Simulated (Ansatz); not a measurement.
# C2H3AlF3N: a ladder of functionals and wavefunction methods

The task here is to estimate one member of a computed series from the others.

The runs use Ansatz 0.2.0, Gaussian basis; functionals in def2-TZVPP, the program's frozen cores in correlated methods.

The runs, in order: LDA (SPW92), PBE-D4, revPBE-D4, BLYP-D4, r2SCAN-D4, B97M-V, PBE0-D4, B3LYP-D4, r2SCANh-D4, r2SCAN0-D4, HSE06-D4, BHLYP-D4, CAM-B3LYP-D4, LC-ωPBE, ωB97X-V, ωB97M-V, B2PLYP, PBE-QIDH; CCSD(T)/def2-SVP; CCSD(T)/def2-TZVPP; MP2/def2-QZVPP; extrapolation to the limit; RPA on PBE.

## The relaxed structure

An earlier PBE0-D4 in a triple-zeta def2 set relaxation fixed the geometry.

SMILES `CC#[N+][Al-]([F])([F])[F]`, 10 atoms, charge 0, spin multiplicity 1.

Atoms are counted from 1 here; the program's logs count them from 0.

Bond lengths: C1–C2 1.440 Å, C1–H8 1.091 Å, C1–H9 1.091 Å, C1–H10 1.091 Å, C2–N3 1.141 Å, N3–Al4 1.976 Å, Al4–F5 1.653 Å, Al4–F6 1.653 Å, Al4–F7 1.653 Å. Angles: C2–C1–H8 109.5°, C2–C1–H9 109.5°, C2–C1–H10 109.5°, H8–C1–H9 109.5°, H8–C1–H10 109.5°, H9–C1–H10 109.5°, C1–C2–N3 180.0°, C2–N3–Al4 180.0°, N3–Al4–F5 100.7°, N3–Al4–F6 100.7°, N3–Al4–F7 100.7°, F5–Al4–F6 116.6°, F5–Al4–F7 116.6°, F6–Al4–F7 116.6°.

The first run:

The input, in.yaml:

```yaml
crystal:
  periodic: [false, false, false]
  atoms:
    - {symbol: C, position_ang: [-0.166812, -1.192201, 1.853876]}
    - {symbol: C, position_ang: [-0.052286, -0.418203, 0.645413]}
    - {symbol: N, position_ang: [0.038248, 0.195229, -0.312485]}
    - {symbol: Al, position_ang: [0.194617, 1.257690, -1.971518]}
    - {symbol: F, position_ang: [1.834707, 1.269606, -2.176181]}
    - {symbol: F, position_ang: [-0.502340, 2.678391, -1.494129]}
    - {symbol: F, position_ang: [-0.675599, 0.321670, -3.019684]}
    - {symbol: H, position_ang: [-0.618850, -2.158720, 1.625299]}
    - {symbol: H, position_ang: [-0.793288, -0.657942, 2.570018]}
    - {symbol: H, position_ang: [0.824802, -1.346620, 2.282292]}
basis:
  gaussian: {orbitals: def2-TZVPP}
hamiltonian: {xc: lda}
output: {orbitals: {seedname: orbitals}}
```

On the command line:

```bash
ansatz run in.yaml --threads 2 --pin off --events-out ev --progress --plain --max-ram 32768MiB --backend cpu
```

Among the steps run: LDA; PBE-D4 (GGA); revPBE-D4 (GGA); BLYP-D4 (GGA); r2SCAN-D4 (meta-GGA); B97M-V (meta-GGA); B3LYP-D4 (hybrid); r2SCANh-D4 (hybrid); r2SCAN0-D4 (hybrid); HSE06-D4 (hybrid); BHLYP-D4 (hybrid); CAM-B3LYP-D4 (range-separated); LC-ωPBE (range-separated); ωB97X-V (range-separated); ωB97M-V (range-separated); B2PLYP (double hybrid); PBE-QIDH (double hybrid).

One of the session's tables, all rows but one given; the rest of the session is left out.

It belongs to the step «Orbital energies across the functionals». 

| functional | HOMO (eV) | gap (eV) |
| --- | --- | --- |
| LDA (SPW92) | ? | ? |
| PBE-D4 | -7.93 | 5.55 |
| revPBE-D4 | -7.84 | 5.54 |
| BLYP-D4 | -7.87 | 5.60 |
| r2SCAN-D4 | -8.41 | 6.26 |
| B97M-V | -8.51 | 6.49 |
| PBE0-D4 | -9.99 | 8.68 |
| B3LYP-D4 | -9.68 | 8.10 |
| r2SCANh-D4 | -9.18 | 7.43 |
| r2SCAN0-D4 | -10.35 | 9.19 |
| HSE06-D4 | -9.57 | 7.87 |
| BHLYP-D4 | -12.05 | 11.91 |
| CAM-B3LYP-D4 | -11.58 | 11.46 |
| LC-ωPBE | -12.87 | 14.00 |
| ωB97X-V | -12.55 | 13.60 |
| ωB97M-V | -12.53 | 13.48 |

Estimate the missing values for LDA (SPW92).

The run gave: HOMO (eV): -8.20; gap (eV): 5.57. In the column «HOMO (eV)» it lies between r2SCAN-D4 (-8.41) and PBE-D4 (-7.93).
